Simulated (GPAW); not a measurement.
# ScNbN (P-3m1) in GPAW: single point with PBE

Aim: the single point of ScNbN with PBE.

All numbers are computed with GPAW 26.7.0; they aren't measurements. Logs are shortened: lines on timing, memory, paths and dates and some standing lists are left out, and cuts for length are marked. The log counts tension as positive stress, the text compression.

## 1. The structure

The structure is trigonal, space group P-3m1 (No. 164). Conventional cell: a = 3.111 Å, b = 3.111 Å, c = 10.357 Å, α = 90.00°, β = 90.00°, γ = 120.00°. Nb (site symmetry 3m) has 3 N at 2.21 Å as nearest neighbours. Around Sc (site symmetry -3m) lie 6 Sc at 3.11 Å and 6 Nb at 3.13 Å. Sc (site symmetry -3m) has 6 N at 2.23 Å as nearest neighbours. N (site symmetry 3m) has 3 Nb at 2.21 Å and 3 Sc at 2.23 Å as nearest neighbours.

The cell comes from a database or a generator and needn't be the stable form of this composition.

## 2. Single point, PBE

Input file run.py:

```python
from ase import Atoms
from ase.dft.bandgap import bandgap
from ase.io import write
from ase.units import GPa
from gpaw import GPAW, PW

atoms = Atoms(['Nb', 'Nb', 'Sc', 'Sc', 'N', 'N'],
              cell=[[3.1109744204, 0.0, 0.0],
                    [-1.5554872102, 2.6941828786, 0.0],
                    [0.0, 0.0, 10.357153]],
              scaled_positions=[[0.3333333333, 0.6666666667, 0.247431],
                                [0.6666666667, 0.3333333333, 0.752569],
                                [0.0, 0.0, 0.0],
                                [0.0, 0.0, 0.5],
                                [0.3333333333, 0.6666666667, 0.627811],
                                [0.6666666667, 0.3333333333, 0.372189]],
              pbc=True)

calc = GPAW(mode=PW(600),
            xc='PBE',
            kpts={'size': (8, 8, 2), 'gamma': True},
            occupations={'name': 'fermi-dirac', 'width': 0.05},
            nbands=53,
            maxiter=120,
            txt='gpaw.txt')
atoms.calc = calc
energy = atoms.get_potential_energy()
forces = atoms.get_forces()
stress = atoms.get_stress()
calc.write('gs.gpw')
write('result.traj', atoms)
print(f'Energy: {energy:.6f} eV')
print('Forces (eV/A):')
print(forces.round(4))
print('Stress (GPa):', (stress / GPa).round(3))
print('Fermi level:', round(calc.get_fermi_level(), 4), 'eV')
print(f'Gap: {bandgap(calc)[0]:.4f} eV, direct: {bandgap(calc, direct=True)[0]:.4f} eV')
```

Potentials or basis: GPAW PAW data sets (gpaw-data 1.2.1), pw.

On the command line:

```
$ OMP_NUM_THREADS=1 python run.py
```

gpaw.txt:

```text
__  _  _
 | _ |_)|_||  |
 |__||  | ||/\| - 26.7.0

Input parameters:
  mode=PW(ecut=600.0),
  kpts=MonkhorstPack(size=(8, 8, 2), gamma=True),
  maxiter=120,
  nbands=53,
  occupations=Occupations(name='fermi-dirac', width=0.05),
  xc=XC(name='PBE')

Diagonalizing LCAO Hamiltonian
Converting LCAO to pw mode

            Nb
         N

       Sc
            N
         Nb

       Sc

Atoms  # Å, Bohr magnetons
|   | symbol |         x |        y |        z |    initial magnetic moments |
|---|--------|-----------|----------|----------|-----------------------------|
| 0 |     Nb | -0.000000 | 1.796122 | 2.562681 | ( 0.0000,  0.0000,  0.0000) |
| 1 |     Nb |  1.555487 | 0.898061 | 7.794472 | ( 0.0000,  0.0000,  0.0000) |
| 2 |     Sc |  0.000000 | 0.000000 | 0.000000 | ( 0.0000,  0.0000,  0.0000) |
| 3 |     Sc |  0.000000 | 0.000000 | 5.178577 | ( 0.0000,  0.0000,  0.0000) |
| 4 |      N | -0.000000 | 1.796122 | 6.502335 | ( 0.0000,  0.0000,  0.0000) |
| 5 |      N |  1.555487 | 0.898061 | 3.854818 | ( 0.0000,  0.0000,  0.0000) |

Unit cell  # Å
| periodic |         x |        y |         z |   lengths |     angles |
|----------|-----------|----------|-----------|-----------|------------|
|      yes |  3.110974 | 0.000000 |  0.000000 |  3.110974 |  90.000000 |
|      yes | -1.555487 | 2.694183 |  0.000000 |  3.110974 |  90.000000 |
|      yes |  0.000000 | 0.000000 | 10.357153 | 10.357153 | 120.000000 |

Number of symmetries: 12
Symmetry operations  # r_c * U_cc + t_c -> r_c
|    | kind |            matrix            |
|----|------|------------------------------|
|  0 |  σ   |  1, 1, 0,  0,-1, 0,  0, 0, 1 |
|  1 |  S6  |  1, 1, 0, -1, 0, 0,  0, 0,-1 |
|  2 |  E   |  1, 0, 0,  0, 1, 0,  0, 0, 1 |
|  3 |  C2  |  1, 0, 0, -1,-1, 0,  0, 0,-1 |
|  4 |  C2  |  0, 1, 0,  1, 0, 0,  0, 0,-1 |
|  5 |  C3  |  0, 1, 0, -1,-1, 0,  0, 0, 1 |
|  6 |  S6  |  0,-1, 0,  1, 1, 0,  0, 0,-1 |
|  7 |  σ   |  0,-1, 0, -1, 0, 0,  0, 0, 1 |
|  8 |  σ   | -1, 0, 0,  1, 1, 0,  0, 0, 1 |
|  9 |  i   | -1, 0, 0,  0,-1, 0,  0, 0,-1 |
| 10 |  C3  | -1,-1, 0,  1, 0, 0,  0, 0, 1 |
| 11 |  C2  | -1,-1, 0,  0, 1, 0,  0, 0,-1 |

BZ-sampling:
  Number of BZ points: 128
  Number of IBZ points: 20

  Monkhorst-Pack size: [8, 8, 2]
  Monkhorst-Pack shift: [0.0625, 0.0625, 0.25]

K-points  # in reciprocal-cell coordinates
|     |                                coordinates |     weight |
|-----|--------------------------------------------|------------|
|   0 | (  0.00000000,   0.00000000,   0.00000000) | 0.00781250 |
|   1 | (  0.00000000,   0.00000000,   0.50000000) | 0.00781250 |
|   2 | (  0.12500000,   0.00000000,   0.00000000) | 0.04687500 |
|   3 | (  0.12500000,   0.00000000,   0.50000000) | 0.04687500 |
|   4 | (  0.25000000,  -0.12500000,   0.00000000) | 0.04687500 |
|   5 | (  0.25000000,  -0.12500000,   0.50000000) | 0.04687500 |
|   6 | (  0.25000000,   0.00000000,   0.00000000) | 0.04687500 |
|   7 | (  0.25000000,   0.00000000,   0.50000000) | 0.04687500 |
|   8 | (  0.37500000,  -0.12500000,   0.00000000) | 0.09375000 |
|   9 | (  0.37500000,  -0.12500000,   0.50000000) | 0.09375000 |
| ... |                                            |            |
|  19 | (  0.50000000,   0.50000000,   0.50000000) | 0.02343750 |

Plane wave coefficients: 2921
Cutoff: 600.0 eV

Spin-components: 1 (collinear spins)
Bands:           53
Projectors:      34
Spin-degeneracy: 2
Datatype:        complex128

Parallelization:
  kpt:    1
  domain: 1
  band:   1

Density:
  Valence electrons: 58.0
  Components: 1
  Grid points: [18 18 60]
  Charge: 0.0  # |e|

Potential:
  Grid points: [18 18 60]

species:
  Nb:
    name:    Niobium
    Z:       41.0
    valence: 13
    core:    28
    charge:  0.0  # [|e|]
    compensation charges:
      type: gauss
      rc: 0.40  # [Å]
      lmax: 2
    cutoffs:
      filter: 2.35  # [Å]
      core: 1.51  # [Å]
    projectors
    | kind |    occ | energy [eV] | rcut [Å] |
    |------|--------|-------------|----------|
    |   4s |  2.000 |     -58.361 |    1.323 |
    |   5s |  1.000 |      -3.980 |    1.323 |
    |   4p |  6.000 |     -34.526 |    1.323 |
    |   5p |  0.000 |      -1.111 |    1.323 |
    |   4d |  4.000 |      -3.041 |    1.244 |
    |    d |        |      24.171 |    1.244 |

    Using partial waves for Nb as LCAO basis

  Sc:
    name:    Scandium
    Z:       21.0
    valence: 11
    core:    10
    charge:  0.0  # [|e|]
    compensation charges:
      type: gauss
      rc: 0.39  # [Å]
      lmax: 2
    cutoffs:
      filter: 2.14  # [Å]
      core: 1.08  # [Å]
    projectors
    | kind |    occ | energy [eV] | rcut [Å] |
    |------|--------|-------------|----------|
    |   3s |  2.000 |     -55.031 |    1.228 |
    |   4s |  2.000 |      -4.183 |    1.228 |
    |   3p |  6.000 |     -33.625 |    1.281 |
    |   4p |  0.000 |      -1.467 |    1.281 |
    |   3d |  1.000 |      -3.233 |    1.196 |
    |    d |        |      23.979 |    1.196 |

    Using partial waves for Sc as LCAO basis

  N:
    name:    Nitrogen
    Z:       7.0
    valence: 5
    core:    2
    charge:  0.0  # [|e|]
    compensation charges:
      type: gauss
      rc: 0.18  # [Å]
      lmax: 2
    cutoffs:
      filter: 1.11  # [Å]
      core: 0.96  # [Å]
    projectors
    | kind |    occ | energy [eV] | rcut [Å] |
    |------|--------|-------------|----------|
    |   2s |  2.000 |     -18.583 |    0.603 |
    |   2p |  3.000 |      -7.089 |    0.529 |
    |    s |        |       8.629 |    0.603 |
    |    p |        |      20.123 |    0.529 |
    |    d |        |       0.000 |    0.577 |

    Using partial waves for N as LCAO basis

Reference energy: -252353.504827  # eV

eigensolver:
  PPCG
  Converge bands: occupied
  niter=2

density mixing:
  MSR1-Mixer
  Pratt-step length: 0.05
  Maximum mixing coefficient: 0.75
  Old densities: 10
  SVD Regularization: 0.005
  Good broyden scale: 1.0
  Trust region scale: 1.0
  Backstep threshold: 4.0
  History deletion threshold: 6.0
  Fourier metric: weight=20.0, sigma=0.015

occupation numbers:
  Fermi-Dirac:
    width: 0.0500  # eV

poisson solver:
  ecut: 4800.0  # eV

xc functional:
  name: PBE with 2 nearest neighbor stencil

convergence criteria:
- Maximum [total energy] change in last 3 cyles: 0.0005 eV / valence electron
- Maximum integral of absolute [dens]ity change: 0.0001 electrons / valence electron
- Maximum integral of absolute [eigenst]ate change: 4e-08 eV^2 / valence electron
maximum number of iterations: 120

SCF iterations
|iter     | |      energy | eigst |  dens |
|---------|-|-------------|-------|-------|
|iter:   1| |  -60.405729 | +0.45 |       |
|iter:   2| |  -57.394922 | -0.75 | -0.84 |
|iter:   3| |  -57.381766 | -0.49 | -0.98 |
|iter:   4| |  -52.903792 | -0.90 | -0.97 |
|iter:   5| |  -52.773853 | -1.78 | -1.46 |
|iter:   6| |  -52.772567 | -2.05 | -1.70 |
|iter:   7| |  -52.753884c| -2.63 | -1.94 |
|iter:   8| |  -52.754249c| -3.53 | -2.37 |
|iter:   9| |  -52.754087c| -4.53 | -3.17 |
|iter:  10| |  -52.754082c| -5.58 | -3.64 |
|iter:  11| |  -52.754083c| -6.44 | -4.09c|
|iter:  12| |  -52.754083c| -7.65c| -4.78c|

Converged in 12 steps
Energy contributions relative to reference atoms: (reference = -252353.504827)

Energy contributions:
  Kinetic:          11.851679
  Coulomb:         -24.480355
  Zero:              0.095819
  External:          0.000000
  Xc:              -40.208158
  Entropy:          -0.026138
  Spinorbit:         0.000000
  ----------------------------
  Free energy:     -52.767152
  Extrapolated:    -52.754083

dipole moment: (-8.326354, -14.421668, -27.714555)  # |e|*Ang

Fermi level: 9.765
Eigenvalues  # (at kpt = [0.000, 0.000, 0.000])
| band index |      eig [eV] | occ [0-2] |
|------------|---------------|-----------|
|          0 |       -45.390 |     2.000 |
|        ... |               |           |
|         19 |         4.875 |     2.000 |
|         20 |         5.583 |     2.000 |
|         21 |         5.583 |     2.000 |
|         22 |         5.626 |     2.000 |
|         23 |         6.404 |     2.000 |
|         24 |         6.404 |     2.000 |
[... 8 lines left out ...]
|         33 |        11.328 |     0.000 |
|         34 |        11.328 |     0.000 |
|        ... |               |           |
|         52 |        25.059 |     0.000 |

No gap
No difference between direct/indirect transitions

Forces  # eV/Ang
|        x |        y |        z |
|----------|----------|----------|
| -0.00000 | -0.00000 |  0.22822 |  # Nb   0
|  0.00000 |  0.00000 | -0.22822 |  # Nb   1
|  0.00000 |  0.00000 |  0.00000 |  # Sc   2
|  0.00000 | -0.00000 |  0.00000 |  # Sc   3
|  0.00000 |  0.00000 |  0.29668 |  # N    4
|  0.00000 | -0.00000 | -0.29668 |  # N    5

Stress tensor  # eV/Ang^3
|        x |        y |        z |
|----------|----------|----------|
| 0.037633 | 0.000000 | 0.000000 |
| 0.000000 | 0.037633 | 0.000000 |
| 0.000000 | 0.000000 | 0.038133 |

# Writing to gs.gpw (mode='')
```

It took 52 s on 1 thread of AMD EPYC 7R43 (Zen 3), shared host; peak memory 0.25 GiB.

What came out:

```
Free energy            : -52.7672 eV
Pressure               : -6.1 GPa
Largest force          : 0.297 eV/Å
Band gap on the k mesh : none (metal or under the smearing width)
```

Forces in eV/Å, atoms in the order of the input:
```
Nb   0.000  0.000  0.228
Nb   0.000  0.000 -0.228
Sc   0.000  0.000  0.000
Sc   0.000  0.000  0.000
N    0.000  0.000  0.297
N    0.000  0.000 -0.297
```

Stress tensor (GPa, compression positive):
```
-6.03  0.00  0.00
 0.00 -6.03  0.00
 0.00  0.00 -6.11
```

Levels at points of the mesh, in eV from the Fermi level:
```csv
k point,band 27,band 28,band 29,band 30,band 31,band 32
"(0.00, 0.00, 0.00)",-0.88,0.42,0.42,0.69,0.84,1.06
"(0.00, 0.00, 0.50)",-0.30,0.15,0.49,0.49,0.90,0.90
"(0.50, 0.50, 0.00)",-0.96,-0.77,-0.26,0.48,0.64,1.83
"(0.50, 0.50, 0.50)",-0.94,-0.46,-0.40,0.57,0.70,2.07
```

Caveat: the cutoff is short for stress and forces, so pressures can be off by a GPa or more.
